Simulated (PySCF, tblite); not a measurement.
# C₁₁H₇NS₃: excited states

What do calculations give for the excited states of C₁₁H₇NS₃ (`c1csc(-c2cnc(-c3cccs3)s2)c1`)?

Programs: tblite 0.8.0 and PySCF 2.14.0, with routines of our own; each step states its level. All values are computed. Atoms count from 0.

### Step 1. The starting structure

22 atoms, charge 0, multiplicity 1; geometry from: force field or distance geometry start.

### Step 2. Geometry optimisation with GFN2-xTB

Job settings and geometry (Å):

```
{"job": {"kind": "relax", "xc": "GFN2-xTB", "basis": "xTB"}, "charge": 0, "multiplicity": 1}
C      4.736800     0.325100    -0.952500
C      5.088000    -0.408900     0.137200
S      3.746400    -0.939500     1.045900
C      2.627600    -0.165900    -0.040600
C      1.198800    -0.244600     0.188400
C      0.493000    -0.875100     1.190300
N     -0.879600    -0.769300     1.138100
C     -1.233900    -0.058000     0.095200
C     -2.630300     0.190500    -0.192300
C     -3.711500    -0.252700     0.568000
C     -4.971800     0.153700     0.038700
C     -4.832400     0.899800    -1.103800
S     -3.194000     1.108700    -1.529200
S      0.068600     0.505800    -0.874500
C      3.308700     0.474300    -1.052100
H      5.436900     0.753400    -1.637400
H      6.093100    -0.671300     0.471700
H      0.938200    -1.439300     2.009300
H     -3.584300    -0.845200     1.466700
H     -5.921500    -0.087100     0.489600
H     -5.613900     1.347000    -1.706800
H      2.826700     1.017900    -1.851100
```

Command:

```console
$ OMP_NUM_THREADS=1 python excited_run.py task.json out
```

One launch serves the whole session: the jobs run in the order shown.

Output:

```text
step      E/eV     max force
  0   -1081.77289    1.829
  1   -1081.89075    0.400
  2   -1081.90717    0.338
  3   -1081.91658    0.279
  4   -1081.92365    0.195
  5   -1081.92960    0.157
  6   -1081.93411    0.144
  7   -1081.93782    0.140
  8   -1081.94049    0.115
  9   -1081.94261    0.104
 10   -1081.94425    0.082
 11   -1081.94537    0.085
 12   -1081.94608    0.072
 13   -1081.94668    0.064
 14   -1081.94730    0.064
 15   -1081.94777    0.047
 16   -1081.94802    0.028
 17   -1081.94814    0.027
 18   -1081.94821    0.022
 19   -1081.94827    0.021
 20   -1081.94831    0.018
 21   -1081.94834    0.014
 22   -1081.94837    0.014
 23   -1081.94839    0.010
 24   -1081.94841    0.012
 25   -1081.94843    0.011
 26   -1081.94844    0.011
 27   -1081.94845    0.009
```

Wall time 0.4 s (1 thread of Arm Neoverse V1, shared host).

Relaxation path:

| step | energy from step 0 (eV) | largest force (eV/Å) |
| --- | --- | --- |
| 0 | 0.0000 | 1.8289 |
| 1 | -0.1179 | 0.4002 |
| 2 | -0.1343 | 0.3376 |
| 3 | -0.1437 | 0.2793 |
| 4 | -0.1508 | 0.1953 |
| 5 | -0.1567 | 0.1574 |
| 6 | -0.1612 | 0.1441 |
| 7 | -0.1649 | 0.1405 |
| 8 | -0.1676 | 0.1146 |
| 9 | -0.1697 | 0.1035 |
| 10 | -0.1714 | 0.0817 |
| 11 | -0.1725 | 0.0849 |
| 12 | -0.1732 | 0.0723 |
| 13 | -0.1738 | 0.0641 |
| 14 | -0.1744 | 0.0640 |
| 15 | -0.1749 | 0.0472 |
| 16 | -0.1751 | 0.0281 |
| 17 | -0.1753 | 0.0270 |
| 18 | -0.1753 | 0.0222 |
| 19 | -0.1754 | 0.0209 |
| 20 | -0.1754 | 0.0185 |
| 21 | -0.1754 | 0.0141 |
| 22 | -0.1755 | 0.0136 |
| 23 | -0.1755 | 0.0105 |
| 24 | -0.1755 | 0.0120 |
| 25 | -0.1755 | 0.0110 |
| 26 | -0.1755 | 0.0107 |
| 27 | -0.1756 | 0.0095 |

Distances of close pairs at the start and the end, largest changes first:

| bond | before (Å) | after (Å) | change (Å) |
| --- | --- | --- | --- |
| C7–S13 | 1.719 | 1.764 | +0.045 |
| C5–N6 | 1.378 | 1.337 | -0.041 |
| C0–C14 | 1.439 | 1.407 | -0.032 |
| C7–C8 | 1.447 | 1.423 | -0.024 |
| C3–C4 | 1.449 | 1.425 | -0.024 |
| C9–C10 | 1.426 | 1.404 | -0.022 |
| C8–C9 | 1.394 | 1.374 | -0.020 |
| C1–H16 | 1.091 | 1.072 | -0.020 |

The final coordinates are the input of the step that follows.

### Step 3. Vibrational analysis with GFN2-xTB

Job settings and geometry (Å):

```
{"job": {"kind": "ir", "xc": "GFN2-xTB", "basis": "xTB"}, "charge": 0, "multiplicity": 1}
C      4.679841     0.323519    -0.934892
C      5.046905    -0.410213     0.148454
S      3.694400    -0.947628     1.062047
C      2.598178    -0.164316    -0.042026
C      1.189515    -0.229976     0.162895
C      0.500229    -0.862287     1.172969
N     -0.832677    -0.765978     1.127990
C     -1.246671    -0.074897     0.112117
C     -2.618837     0.177655    -0.166576
C     -3.691127    -0.257343     0.574989
C     -4.922946     0.155314     0.042588
C     -4.784034     0.895579    -1.091367
S     -3.140509     1.107119    -1.537498
S      0.054967     0.535373    -0.910554
C      3.284700     0.466232    -1.047798
H      5.381089     0.748434    -1.630373
H      6.033925    -0.673181     0.472942
H      0.963283    -1.413168     1.972108
H     -3.568755    -0.848656     1.462887
H     -5.874586    -0.086244     0.480644
H     -5.552499     1.333042    -1.697341
H      2.795196     1.011007    -1.835741
```

Output:

```text
mode    cm-1     km/mol
  1      34.5      0.59
  2      41.1      0.76
  3      60.8      0.34
  4      61.3      0.00
  5     121.7      0.18
  6     128.8      0.27
  7     210.6      0.04
  8     222.3      0.07
  9     316.9      0.10
 10     322.8      0.95
 11     359.7      4.12
 12     419.7      0.18
 13     422.1      0.17
 14     468.4      0.63
 15     514.3      0.19
 16     542.0      0.46
 17     564.5      0.04
 18     589.5      1.83
 19     605.0      8.08
 20     620.8      2.46
 21     675.7      0.06
 22     729.6      9.88
 23     731.7     17.02
 24     736.5     16.48
 25     737.6      3.80
 26     738.6     16.72
 27     808.1      0.96
 28     812.7     11.03
 29     816.7      7.35
 30     841.7     23.76
 31     849.3     48.33
 32     849.5      0.83
 33     852.3      0.28
 34     874.1     11.70
 35     904.8      3.50
 36    1060.9     18.15
 37    1075.8      2.55
 38    1076.0      0.05
 39    1079.9      4.28
 40    1118.5     29.94
 41    1175.6      1.91
 42    1183.8      1.45
 43    1205.8     14.70
 44    1230.2     59.44
 45    1316.9      6.88
 46    1349.5      5.68
 47    1353.4      0.94
 48    1427.1     26.99
 49    1435.4     19.79
 50    1456.2     13.07
 51    1500.3     38.99
 52    1539.3      8.02
 53    1559.7     30.81
 54    3125.7     16.29
 55    3131.0     19.16
 56    3132.2     20.23
 57    3135.3     16.27
 58    3154.6      3.79
 59    3164.1      3.46
 60    3165.7      4.72
```

Run time: 1.8 s. Hardware: 1 thread of Arm Neoverse V1, shared host.

The strongest bands and the atoms that carry them (share of the mass-weighted mode):

| cm⁻¹ | km/mol | atoms |
| --- | --- | --- |
| 842 | 23.8 | C1 44 %, S2 14 %, C3 12 % |
| 849 | 48.3 | C11 52 %, S12 16 %, H20 11 % |
| 1118 | 29.9 | H17 52 %, C8 11 % |
| 1230 | 59.4 | H17 15 %, C8 15 %, C7 12 %, N6 12 % |
| 1427 | 27.0 | C10 29 %, C9 24 %, C8 16 %, C11 13 % |
| 1500 | 39.0 | C7 20 %, C10 14 %, N6 13 %, C11 10 % |
| 1560 | 30.8 | C3 23 %, C7 14 %, C4 14 %, C14 11 % |
| 3132 | 20.2 | H19 86 % |

### Step 4. Excited states: TDA PBE0/def2-SVP

Settings changed since step 3:

```diff
@@ -1,2 +1,2 @@
-{"job": {"kind": "ir", "xc": "GFN2-xTB", "basis": "xTB"}, "charge": 0, "multiplicity": 1}
+{"job": {"kind": "states", "xc": "PBE0", "basis": "def2-SVP", "tda": true, "soc": true, "nstates": 8, "ntriplets": 4, "nquad": 4}, "charge": 0, "multiplicity": 1}
 C      4.679841     0.323519    -0.934892
```

Level: TDA PBE0/def2-SVP excited states, vertical, gas phase, spin-orbit mean-field couplings.

Output:

```text
coarse grid: 22224 points
cycle   1  E = -1670.7664666757  dE =  3.259e+00  |g| = 4.871e-01  |ddm| = 6.288e+00
cycle   2  E = -1670.6665766618  dE =  9.989e-02  |g| = 7.912e-01  |ddm| = 1.691e+00
cycle   3  E = -1670.8287872588  dE = -1.622e-01  |g| = 1.023e-01  |ddm| = 1.178e+00
cycle   4  E = -1670.8308363012  dE = -2.049e-03  |g| = 5.638e-02  |ddm| = 2.042e-01
cycle   5  E = -1670.8315925637  dE = -7.563e-04  |g| = 1.932e-02  |ddm| = 9.639e-02
cycle   6  E = -1670.8316982240  dE = -1.057e-04  |g| = 5.186e-03  |ddm| = 3.254e-02
cycle   7  E = -1670.8317051305  dE = -6.906e-06  |g| = 1.326e-03  |ddm| = 8.194e-03
final grid: 207128 points
cycle   8  E = -1671.0080350389  dE = -1.576e-05  |g| = 1.438e-02  |ddm| = 5.118e-02
cycle   9  E = -1671.0079343476  dE =  1.007e-04  |g| = 2.332e-02  |ddm| = 4.875e-02
cycle  10  E = -1671.0080907323  dE = -1.564e-04  |g| = 3.169e-03  |ddm| = 3.528e-02
cycle  11  E = -1671.0080934465  dE = -2.714e-06  |g| = 5.924e-04  |ddm| = 4.817e-03
cycle  12  E = -1671.0080935362  dE = -8.972e-08  |g| = 2.302e-04  |ddm| = 1.140e-03
cycle  13  E = -1671.0080935494  dE = -1.326e-08  |g| = 6.703e-05  |ddm| = 3.336e-04
cycle  14  E = -1671.0080935504  dE = -9.950e-10  |g| = 3.108e-05  |ddm| = 1.078e-04
converged SCF energy = -1671.0080935504

Singlet excitations
state   eV       nm        f     d(h-e)  d(exc)  Lambda  PR(NTO)  |dmu|/D   mu/D   main configurations
  1   3.5872   345.6   1.16544   0.959   4.792   0.804   1.060    2.100    2.443   H->L 0.96
  2   4.4509   278.6   0.02064   0.546   6.025   0.766   1.995    1.342    1.571   H->L+1 0.55, H-1->L 0.40
  3   4.6310   267.7   0.00002   1.286   4.113   0.406   1.357    2.909    2.598   H->L+2 0.83, H-4->L 0.15
  4   4.6454   266.9   0.00017   1.142   3.724   0.387   1.345    1.977    0.958   H-4->L 0.83, H->L+2 0.15
  5   4.8247   257.0   0.04315   1.421   4.613   0.654   1.392                     H-2->L 0.30, H-3->L 0.27, H-1->L 0.23
  6   4.9226   251.9   0.00420   3.355   5.396   0.601   1.125                     H-2->L 0.52, H-3->L 0.42
  7   5.0762   244.2   0.01049   0.514   4.256   0.682   1.633                     H-1->L 0.28, H-3->L 0.25, H->L+1 0.17
  8   5.4933   225.7   0.02909   1.610   4.321   0.722   2.153                     H-5->L 0.51, H->L+3 0.24, H->L+1 0.08

Triplet excitations (Tamm-Dancoff)
state   eV     d(h-e)  d(exc)  Lambda  PR(NTO)   main configurations
  1   2.1444   0.329   4.150   0.807   1.108   H->L 0.94
  2   3.1301   0.123   3.293   0.767   2.028   H->L+1 0.56, H-1->L 0.35
  3   3.9572   0.940   3.928   0.628   1.279   H-2->L 0.34, H-3->L 0.31, H-1->L 0.16
  4   4.0512   0.596   4.325   0.654   1.729   H-3->L 0.46, H->L+1 0.14, H-1->L 0.14
S1 - T1 = 1.4427 eV

Spin-orbit couplings |<S|Hso|T>| (cm-1)
             T1       T2       T3       T4
S0        0.064    0.135    0.251    0.209
S1        0.010    0.014    0.027    0.078
S2        0.050    0.020    0.017    0.017
S3       24.108   15.689   11.501    6.832
S4        8.240   16.236   22.396   17.940
S5        0.027    0.025    0.050    0.124
S6        0.009    0.004    0.011    0.036
S7        0.010    0.018    0.059    0.176
S8        0.009    0.031    0.027    0.112
T1 sublevels (cm-1): 0.000 0.026 0.029   radiative rates (1/s): 0.00154 0.00267 0.00447
```

Run time: 1.9 min. Hardware: 1 thread of Arm Neoverse V1, shared host; peak memory 1.2 GiB.

From this job:

| quantity | value |
| --- | --- |
| S1 less T1 | 1.44 eV |

Orbitals, density, ELF and potential are computed afterwards from the orbital file.

Frontier orbitals at PBE0/def2-SVP, with the share of their density that lies nearest to each atom:

| orbital | energy (eV) | lies on |
| --- | --- | --- |
| HOMO | -5.78 | C4, C5 about 12 % each; C1, C7, C11 about 9 % each; 4 C atoms about 7 % each |
| LUMO | -1.98 | C7 13 %; S13 11 %; C4, C9, C11 about 9 % each |

ELF in a plane through or near 22 of the atoms.

Ten even steps from '0' (0.00) to '9' (1.00):
```
0000000000000000000000000000
0000000000000000000000000000
0000000000000000000000000000
0000000120079200000000000000
0000002674099605502850000000
0000004897099718806990000000
0003204427058378908990030000
0019966156135282605862798000
0049987638448458516156999100
0029941452234324356683998000
0001268356367566621434530000
0000057614406745169553500000
0000792713505214062177760000
0001998379905993076576995000
0000996079902760198623995000
0000481049900330189710890000
0000000001000000045300000000
0000000000000000000000000000
0000000000000000000000000000
0000000000000000000000000000
```
The map spans 17.3 Å across and 10.2 Å up, centred on the molecule. Atoms in the plane (x, y in Å): C0 (-4.7, -1.0), C1 (-5.1, 0.3), S2 (-3.7, 1.4), C3 (-2.6, 0.1), C4 (-1.2, 0.3), C5 (-0.5, 1.5), N6 (0.8, 1.5), C7 (1.2, 0.2), C8 (2.6, -0.1), C9 (3.7, 0.8), C10 (4.9, 0.1), C11 (4.8, -1.2), S12 (3.2, -1.8), S13 (0.0, -1.0), C14 (-3.3, -1.1), H15 (-5.4, -1.8), H16 (-6.1, 0.7), H17 (-1.0, 2.5), H18 (3.5, 1.8), H19 (5.9, 0.6), H20 (5.6, -2.0), H21 (-2.8, -2.1).

On the surface of density 0.002 e/bohr³ the electrostatic potential runs, from the 1st to the 99th percentile, from -1.23 V near N6 to 1.13 V near H20.

### Step 5. Outcome

```
                                                                  quantity                 value
                                 strongest single infrared mode (GFN2-xTB)  1230 cm⁻¹, 59 km/mol
                                              zero-point energy (GFN2-xTB)         91.1 kcal/mol
                                    S1 less T1 (step 4, TDA PBE0/def2-SVP)               1.44 eV
potential on the surface of density 0.002 e/bohr³, 1st and 99th percentile    -1.23 V and 1.13 V
```

All 60 modes are real, so the xTB geometry is a minimum. The strongest single mode, at 1230 cm⁻¹, has its largest shares on H17, C8, C7 and N6 (the list is cut at 4 atoms). Unscaled tight-binding wavenumbers are off by several per cent, some by more. Its intensities can rank the bands wrongly. In step 4, the number of triplets below S1 is 2, and the largest singlet-triplet spin-orbit coupling is S3–T1, 24.11 cm⁻¹. By nearest atom (PBE0/def2-SVP), the HOMO sits on C4, C5 about 12 % each; C1, C7, C11 about 9 % each and the LUMO on C7 13 %; S13 11 %.
